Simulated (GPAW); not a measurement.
Crystal: Ba2Tl5V3O12.

```xyz
22
Lattice="4.2370 2.4462 6.1284 -4.2370 2.4462 6.1284 0.0000 -4.8924 6.1284" Properties=species:S:1:pos:R:3 pbc="T T T"
Ba    0.0000    0.0000    9.1926
Ba    0.0000    0.0000    0.0000
V     0.0000    2.4462    6.1284
V    -2.1185   -1.2231    6.1284
V     2.1185   -1.2231    6.1284
Tl    0.0000   -2.4462    3.0642
Tl    2.1185    1.2231    3.0642
Tl   -2.1185    1.2231    3.0642
Tl    0.0000    0.0000   13.6133
Tl    0.0000    0.0000    4.7719
O     2.6932   -0.0671    7.4143
O    -1.2885    2.3659    7.4143
O    -1.4047   -2.2988    7.4143
O    -1.4047    2.2988   10.9709
O     2.6932    0.0671   10.9709
O    -1.2885   -2.3659   10.9709
O    -2.6932    0.0671   10.9709
O     1.2885   -2.3659   10.9709
O     1.4047    2.2988   10.9709
O     1.4047   -2.2988    7.4143
O    -2.6932   -0.0671    7.4143
O     1.2885    2.3659    7.4143
```

The cell was built by a generator and needn't be a form met in nature.

Base run:

```yaml
Program: GPAW 26.7.0
Functional: PBE
Potentials_or_basis: GPAW PAW data sets (gpaw-data 1.2.1)
Cutoff: 800 eV
Basis: pw
k_mesh: 3 × 3 × 3
Occupations: fermi-dirac, width 0.05 eV
Spin: collinear spin, ferromagnetic start
Starting_moments: "[0.0, 0.0, 2.0, 2.0, 2.0, 0.0, 0.0, 0.0, 0.0, 0.0, 0.0, 0.0, 0.0, 0.0, 0.0, 0.0, 0.0, 0.0, 0.0, 0.0, 0.0, 0.0] μB"
```

Its results: pressure 0.4 GPa; net moment 1.17 μB per cell; site moments Ba +0.00, -0.00; V +0.34; Tl +0.00, +0.02; O -0.01 μB; largest force 0.283 eV/Å.

Task: The run is repeated on the same cell with these changes: hubbard terms from none to V d U = 3 eV. What comes out?

Result: Pressure 1.5 GPa; net moment 1.29 μB per cell; site moments Ba -0.00; V +0.62; Tl -0.01; O -0.04 μB; largest force 0.665 eV/Å.
